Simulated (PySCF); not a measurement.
# C3H8BP: electronic excitations and core binding energies

Wanted: the electronic excitations and core binding energies of C3H8BP (`C=CCBP`), by calculation.

Computed with PySCF 2.14.0, with density-fitted response routines of our own, on a single molecule in the gas phase. Atoms are numbered from 0 throughout.

## 1. The starting structure

13 atoms, charge 0, multiplicity 1; geometry from: GFN2-xTB.

Bonds of the start (Å): C0–C1 1.32, C1–C2 1.49, C2–B3 1.58, B3–P4 1.86, C0–H5 1.08, C0–H6 1.08, C1–H7 1.08, C2–H8 1.09, C2–H9 1.10, B3–H10 1.17, P4–H11 1.38, P4–H12 1.38.

## 2. Ultraviolet spectrum: PBE0/def2-SVPD

The job: settings as JSON, then the geometry in Å.

```
{"job": {"kind": "uv", "xc": "PBE0", "basis": "def2-SVPD", "nstates": 8, "ntriplets": 3}, "charge": 0, "multiplicity": 1}
C      1.894485    -0.249576     0.856674
C      1.134361    -0.142328    -0.217735
C      0.160438     0.963184    -0.467467
B     -1.360888     0.532878    -0.490396
P     -1.886803    -1.254593    -0.426944
H      2.567481    -1.077351     1.003417
H      1.878188     0.493518     1.638343
H      1.168979    -0.904830    -0.987978
H      0.302921     1.756676     0.272624
H      0.389246     1.421917    -1.436802
H     -2.176408     1.352907    -0.685575
H     -1.060440    -1.740277     0.564139
H     -3.015947    -1.151640     0.359971
```

Method: TDDFT PBE0/def2-SVPD, vertical, gas phase, core orbitals frozen in the response.

The run is started by

```console
> OMP_NUM_THREADS=1 python probes_run.py task.json out
```

The driver reads the jobs from task.json and runs them one after another.

Output:

```text
coarse grid: 10928 points
cycle   1  E = -484.6864933920  dE =  3.248e-01  |g| = 3.302e-01  |ddm| = 4.941e+00
cycle   2  E = -484.6855191020  dE =  9.743e-04  |g| = 3.431e-01  |ddm| = 1.192e+00
cycle   3  E = -484.7193387098  dE = -3.382e-02  |g| = 3.226e-02  |ddm| = 5.084e-01
cycle   4  E = -484.7195294681  dE = -1.908e-04  |g| = 2.239e-02  |ddm| = 9.305e-02
cycle   5  E = -484.7196671947  dE = -1.377e-04  |g| = 6.663e-03  |ddm| = 3.932e-02
cycle   6  E = -484.7196790987  dE = -1.190e-05  |g| = 1.367e-03  |ddm| = 1.184e-02
cycle   7  E = -484.7196796475  dE = -5.487e-07  |g| = 3.814e-04  |ddm| = 3.103e-03
final grid: 99736 points
cycle   8  E = -484.7783110635  dE = -2.515e-05  |g| = 6.365e-03  |ddm| = 9.516e-02
cycle   9  E = -484.7783064241  dE =  4.639e-06  |g| = 7.493e-03  |ddm| = 2.128e-02
cycle  10  E = -484.7783226771  dE = -1.625e-05  |g| = 9.669e-04  |ddm| = 1.115e-02
cycle  11  E = -484.7783229339  dE = -2.568e-07  |g| = 2.048e-04  |ddm| = 1.564e-03
cycle  12  E = -484.7783229443  dE = -1.043e-08  |g| = 5.511e-05  |ddm| = 4.169e-04
cycle  13  E = -484.7783229452  dE = -8.944e-10  |g| = 1.910e-05  |ddm| = 1.402e-04
converged SCF energy = -484.7783229452

Static polarisability (au): isotropic 78.164, principal 63.477 79.253 91.762

Singlet excitations
state   eV       nm        f      main configurations
  1   4.7584    260.6   0.01824   H->L 0.94
  2   5.0665    244.7   0.06336   H-1->L 0.88
  3   6.2852    197.3   0.03312   H-2->L 0.89
  4   6.5339    189.8   0.01551   H-1->L+1 0.52, H->L+1 0.40
  5   6.6814    185.6   0.04138   H-3->L 0.93
  6   6.8244    181.7   0.02426   H->L+2 0.67, H-1->L+1 0.16, H->L+1 0.11
  7   6.9323    178.9   0.10300   H-1->L+2 0.73, H->L+2 0.10, H->L+1 0.09
  8   7.0735    175.3   0.05906   H->L+3 0.53, H-1->L+3 0.18, H-1->L+1 0.12

Triplet excitations (Tamm-Dancoff, eV): 3.7471 4.3272 4.6667
```

Wall time 20 s (1 thread of Arm Neoverse V1, shared host); peak memory 0.7 GiB.

The orbitals next to the gap, with their largest atomic shares:

```
orbital     eV                       atoms
 HOMO−3  -9.62   P4 23 %, C2 22 %, B3 20 %
 HOMO−2  -9.20  B3 21 %, P4 18 %, H10 14 %
 HOMO−1  -7.47   P4 45 %, B3 14 %, C0 11 %
   HOMO  -7.35   C0 26 %, C1 22 %, P4 17 %
   LUMO  -1.38   B3 46 %, P4 22 %, C2 12 %
 LUMO+1   0.24   C1 26 %, C0 25 %, B3 10 %
 LUMO+2   0.57   B3 39 %, C1 11 %, P4 10 %
```

With each of the 8 states as a Gaussian band of 0.4 eV half-width at 1/e, the curve within the window shown has maxima at 247 nm (ε 3,000), 180 nm (ε 8,700) L/(mol cm). Beyond the last state computed it falls off for lack of states. The curve at chosen wavelengths:

| nm | ε (L/mol/cm) |
| --- | --- |
| 168 | 2840 |
| 173 | 6241 |
| 178 | 8546 |
| 184 | 7864 |
| 189 | 5774 |
| 194 | 3844 |
| 199 | 2432 |
| 204 | 1425 |
| 210 | 662 |
| 215 | 394 |
| 220 | 453 |
| 225 | 818 |
| 230 | 1421 |
| 236 | 2242 |
| 241 | 2773 |
| 246 | 3006 |
| 251 | 2914 |
| 256 | 2572 |
| 262 | 1996 |
| 267 | 1505 |
| 272 | 1074 |
| 277 | 730 |
| 282 | 475 |
| 288 | 269 |
| 293 | 161 |
| 298 | 93 |

Leading natural transition orbitals of singlet state 7: the hole lies on P4 56 %; B3 15 %; H11, H12 about 8 % each; the particle on H12 19 %; H7, H10, H11 about 11 % each; P4 11 %.

Leading natural transition orbitals of singlet state 1: the hole lies on C0 30 %; C1 21 %; B3 10 %; the particle on B3 54 %; H10 12 %; P4 12 %.

Further results of this job:

| property | computed |
| --- | --- |
| dipole moment (D) | 0.63 |
| polarisability (Å³) | 11.58 |
| HOMO–LUMO gap (eV) | 5.96 |
| −ε(HOMO) (eV) | 7.35 |

Orbitals, density, ELF and potential are computed afterwards from the orbital file.

Frontier orbitals at PBE0/def2-SVPD, with the share of their density that lies nearest to each atom:

```
orbital  energy (eV)                     lies on
   HOMO        -7.35   C0 27 %; C1 20 %; P4 16 %
   LUMO        -1.38  B3 52 %; P4 13 %; H10 13 %
```

ELF in a plane through or near 6 of the atoms.

Ten even steps from '0' (0.00) to '9' (1.00):
```
0000000000000000000000000000
0000000000000000000000000000
0000000000000000000000000000
0000000000000026631000000000
0000003310000069983112100000
0000179962110179996356520000
0000499996331059993389840000
0000499997664007842189950000
0000158821886201562267520000
0000025523866312799841000000
0000024678758657326630000000
0000014555468359292762000000
0000001210145328659999400000
0000000000046654379999700000
0000000000024541049999400000
0000000000001110005885000000
0000000000000000000110000000
0000000000000000000000000000
0000000000000000000000000000
0000000000000000000000000000
```
The map spans 11.0 Å across and 8.9 Å up, centred on the molecule. Atoms in the plane (x, y in Å): C0 (-2.0, 0.5), C2 (-0.1, -1.1), B3 (1.4, -0.6), H5 (-2.7, 1.3), H10 (2.2, -1.4), H11 (1.0, 1.9).

On the surface of density 0.002 e/bohr³ the electrostatic potential runs, from the 1st to the 99th percentile, from -0.68 V near P4 to 0.88 V near B3.

## 3. Core holes by ΔSCF: SCAN, X2C

Same as in step 2 but for these lines:

```diff
@@ -1,2 +1,2 @@
-{"job": {"kind": "uv", "xc": "PBE0", "basis": "def2-SVPD", "nstates": 8, "ntriplets": 3}, "charge": 0, "multiplicity": 1}
+{"job": {"kind": "xps"}, "charge": 0, "multiplicity": 1}
 C      1.894485    -0.249576     0.856674
```

Level: delta-SCF UKS SCAN, pcX-2 on the ionised atom, pcseg-1 elsewhere, spin-free X2C.

Output:

```text
ground state, core basis on atom 0 (C), 145 functions
  cycle   1  E = -485.93031012  |g| = 4.65e-01
  cycle   2  E = -485.90079488  |g| = 5.66e-01
  cycle   3  E = -485.99224725  |g| = 6.11e-02
  cycle   4  E = -485.99290174  |g| = 4.53e-02
  cycle   5  E = -485.99346757  |g| = 1.24e-02
  cycle   6  E = -485.99350793  |g| = 4.11e-03
  cycle   7  E = -485.99351328  |g| = 1.37e-03
  cycle   8  E = -485.99351579  |g| = 3.93e-04
  E(ground) = -486.02121678 Eh
hole in C 1s of atom 0
  cycle   1  E = -474.76335968  |g| = 1.50e+00
  cycle   2  E = -472.98889599  |g| = 2.01e+00
  cycle   3  E = -475.05183973  |g| = 6.55e-01
  cycle   4  E = -475.28162629  |g| = 3.41e-01
  cycle   5  E = -475.32663259  |g| = 1.63e-01
  cycle   6  E = -475.33907476  |g| = 3.79e-02
  cycle   7  E = -475.33984892  |g| = 1.53e-02
  cycle   8  E = -475.33996725  |g| = 8.76e-03
  cycle   9  E = -475.34002816  |g| = 2.44e-03
  cycle  10  E = -475.34003429  |g| = 9.55e-04
  cycle  11  E = -475.34003617  |g| = 5.15e-04
  cycle  12  E = -475.34003693  |g| = 2.06e-04
  E(ion) = -475.36702255 Eh   <S^2> = 0.7803   hole on atom = 1.000   binding energy = 289.915 eV
ground state, core basis on atom 1 (C), 145 functions
  cycle   1  E = -485.99345116  |g| = 6.27e-02
  cycle   2  E = -485.99270635  |g| = 6.11e-02
  cycle   3  E = -485.99330473  |g| = 3.78e-02
  cycle   4  E = -485.99368247  |g| = 6.26e-03
  cycle   5  E = -485.99369827  |g| = 7.36e-04
  cycle   6  E = -485.99369570  |g| = 3.14e-04
  E(ground) = -486.02147672 Eh
hole in C 1s of atom 1
  cycle   1  E = -474.74519354  |g| = 1.51e+00
  cycle   2  E = -472.66199221  |g| = 2.17e+00
  cycle   3  E = -475.02607016  |g| = 6.42e-01
  cycle   4  E = -475.23799283  |g| = 4.13e-01
  cycle   5  E = -475.30643179  |g| = 1.67e-01
  cycle   6  E = -475.31909633  |g| = 5.25e-02
  cycle   7  E = -475.32074858  |g| = 1.86e-02
  cycle   8  E = -475.32102134  |g| = 9.75e-03
  cycle   9  E = -475.32113639  |g| = 4.93e-03
  cycle  10  E = -475.32120011  |g| = 3.69e-03
  cycle  11  E = -475.32123666  |g| = 2.34e-03
  cycle  12  E = -475.32125286  |g| = 1.05e-03
  cycle  13  E = -475.32125544  |g| = 4.56e-04
  E(ion) = -475.34803407 Eh   <S^2> = 0.8209   hole on atom = 1.000   binding energy = 290.439 eV
ground state, core basis on atom 2 (C), 145 functions
  cycle   1  E = -485.99155002  |g| = 6.01e-02
  cycle   2  E = -485.99132488  |g| = 3.76e-02
  cycle   3  E = -485.99136933  |g| = 3.43e-02
  cycle   4  E = -485.99166651  |g| = 9.34e-03
  cycle   5  E = -485.99168980  |g| = 4.43e-04
  cycle   6  E = -485.99168912  |g| = 2.10e-04
  E(ground) = -486.01902863 Eh
hole in C 1s of atom 2
  cycle   1  E = -474.75476447  |g| = 1.51e+00
  cycle   2  E = -473.83596901  |g| = 1.92e+00
  cycle   3  E = -475.17845722  |g| = 4.94e-01
  cycle   4  E = -475.22210551  |g| = 3.93e-01
  cycle   5  E = -475.32395404  |g| = 6.13e-02
  cycle   6  E = -475.32567177  |g| = 1.81e-02
  cycle   7  E = -475.32585937  |g| = 8.07e-03
  cycle   8  E = -475.32588844  |g| = 4.83e-03
  cycle   9  E = -475.32590613  |g| = 1.59e-03
  cycle  10  E = -475.32590965  |g| = 8.26e-04
  cycle  11  E = -475.32591097  |g| = 5.11e-04
  cycle  12  E = -475.32591220  |g| = 3.68e-04
  E(ion) = -475.35171544 Eh   <S^2> = 0.7673   hole on atom = 1.000   binding energy = 290.272 eV
ground state, core basis on atom 3 (B), 145 functions
  cycle   1  E = -485.98377238  |g| = 5.09e-02
  cycle   2  E = -485.98333962  |g| = 4.39e-02
  cycle   3  E = -485.98380995  |g| = 2.36e-02
  cycle   4  E = -485.98399946  |g| = 6.99e-03
  cycle   5  E = -485.98401537  |g| = 1.25e-03
  cycle   6  E = -485.98401485  |g| = 2.97e-04
  E(ground) = -486.01297571 Eh
hole in B 1s of atom 3
  cycle   1  E = -478.36670925  |g| = 1.17e+00
  cycle   2  E = -476.24408541  |g| = 2.05e+00
  cycle   3  E = -478.60922165  |g| = 5.48e-01
  cycle   4  E = -478.77807481  |g| = 1.90e-01
  cycle   5  E = -478.78556539  |g| = 1.36e-01
  cycle   6  E = -478.79660705  |g| = 5.80e-02
  cycle   7  E = -478.80003892  |g| = 1.54e-02
  cycle   8  E = -478.80034656  |g| = 1.21e-02
  cycle   9  E = -478.80052133  |g| = 9.63e-03
  cycle  10  E = -478.80064603  |g| = 5.68e-03
  cycle  11  E = -478.80069093  |g| = 3.81e-03
  cycle  12  E = -478.80071076  |g| = 2.10e-03
  cycle  13  E = -478.80072373  |g| = 1.38e-03
  cycle  14  E = -478.80073199  |g| = 1.21e-03
  cycle  15  E = -478.80073960  |g| = 1.05e-03
  cycle  16  E = -478.80074533  |g| = 8.12e-04
  cycle  17  E = -478.80074790  |g| = 3.21e-04
  E(ion) = -478.83088511 Eh   <S^2> = 0.9903   hole on atom = 1.000   binding energy = 195.435 eV
ground state, core basis on atom 4 (P), 156 functions
  cycle   1  E = -486.10472049  |g| = 3.39e-01
  cycle   2  E = -486.10469287  |g| = 2.86e-02
  cycle   3  E = -486.10448850  |g| = 3.85e-02
  cycle   4  E = -486.10496477  |g| = 5.31e-03
  cycle   5  E = -486.10497039  |g| = 2.79e-03
  cycle   6  E = -486.10497464  |g| = 4.60e-04
  E(ground) = -486.10312378 Eh
hole in P 1s of atom 4
  cycle   1  E = -405.95957618  |g| = 4.72e+00
  cycle   2  E = -404.70328076  |g| = 2.46e+00
  cycle   3  E = -402.71746320  |g| = 2.09e+00
  cycle   4  E = -407.05948327  |g| = 3.01e-01
  cycle   5  E = -407.07719276  |g| = 2.32e-01
  cycle   6  E = -407.10555990  |g| = 4.93e-02
  cycle   7  E = -407.10651940  |g| = 2.66e-02
  cycle   8  E = -407.10684812  |g| = 1.12e-02
  cycle   9  E = -407.10691445  |g| = 2.89e-03
  cycle  10  E = -407.10691724  |g| = 6.14e-04
  cycle  11  E = -407.10691852  |g| = 2.50e-04
  E(ion) = -407.10526191 Eh   <S^2> = 0.7517   hole on atom = 1.000   binding energy = 2149.641 eV
hole in P 2p of atom 4
  cycle   1  E = -480.69343597  |g| = 1.38e+00
  cycle   2  E = -479.27803153  |g| = 1.63e+00
  cycle   3  E = -480.75789601  |g| = 6.76e-01
  cycle   4  E = -481.07159193  |g| = 1.19e-01
  cycle   5  E = -481.07840616  |g| = 7.82e-02
  cycle   6  E = -481.08155282  |g| = 2.73e-02
  cycle   7  E = -481.08190596  |g| = 1.27e-02
  cycle   8  E = -481.08198305  |g| = 5.46e-03
  cycle   9  E = -481.08199775  |g| = 1.79e-03
  cycle  10  E = -481.08200010  |g| = 3.72e-04
  E(ion) = -481.09049909 Eh   <S^2> = 0.7533   hole on atom = 1.002   binding energy = 136.400 eV
  2p3/2 = 136.162 eV   2p1/2 = 137.052 eV
```

Run time: 47 s. Hardware: 1 thread of Arm Neoverse V1, shared host; peak memory 0.46 GiB.

The holes in one table. −ε is the ground-state orbital energy:

```
     hole  stands for                  environment  ΔSCF (eV; 2p as the shell's mean)  −ε (eV)   ⟨S²⟩
C1s on C0          C0         terminal =CH2 carbon                             289.92    273.2  0.780
C1s on C1          C1                    alkene CH                             290.44    273.7  0.821
C1s on C2          C2  allylic sp3 CH2 bonded to B                             290.27    273.4  0.767
B1s on B3          B3      boron bonded to C, P, H                  195.43 (doubtful)    180.3  0.990
P1s on P4          P4  phosphorus bonded to B, 2 H                            2149.64   2092.4  0.752
P2p on P4          P4  phosphorus bonded to B, 2 H                             136.46    125.4  0.753
```

Doubtful: the ion did not converge, its hole moved, or its ⟨S²⟩ is well above 0.75.

With the spin-orbit splitting: P4 2p3/2 136.16, 2p1/2 137.05 eV. The table gives each 2p level as the mean over the whole 2p shell (two parts 2p3/2, one part 2p1/2), which differs a little from the single hole in the log.

## 4. What came out

```
                                quantity                               value
         lowest singlet (PBE0/def2-SVPD)         4.76 eV (261 nm), f = 0.018
brightest single state of those computed         state 7, 6.93 eV, f = 0.103
                          lowest triplet                             3.75 eV
   surface potential, 1st and 99th percentile                  -0.68 V and 0.88 V
        C1s binding energies, SCAN/pcX-2  C1 290.44, C2 290.27, C0 289.92 eV
        P1s binding energies, SCAN/pcX-2                       P4 2149.64 eV
        P2p binding energies, SCAN/pcX-2                        P4 136.46 eV
```

In words: The lowest singlet, at 4.76 eV, is HOMO→LUMO 0.94 and is weak; of the 8 states computed, the strongest absorption comes from state 7 at 6.93 eV (the last state computed is bright too, and its partners may lie past the list). The lowest triplet lies 1.01 eV below the lowest singlet (triplets in Tamm-Dancoff, singlets in full TDDFT). At PBE0/def2-SVPD, counted by nearest atom on the grid, the HOMO lies on C0 27 %; C1 20 %, the LUMO on B3 52 %; P4 13 %. C1 (alkene CH) binds its C1s electron 0.52 eV more tightly than C0 (terminal =CH2 carbon).
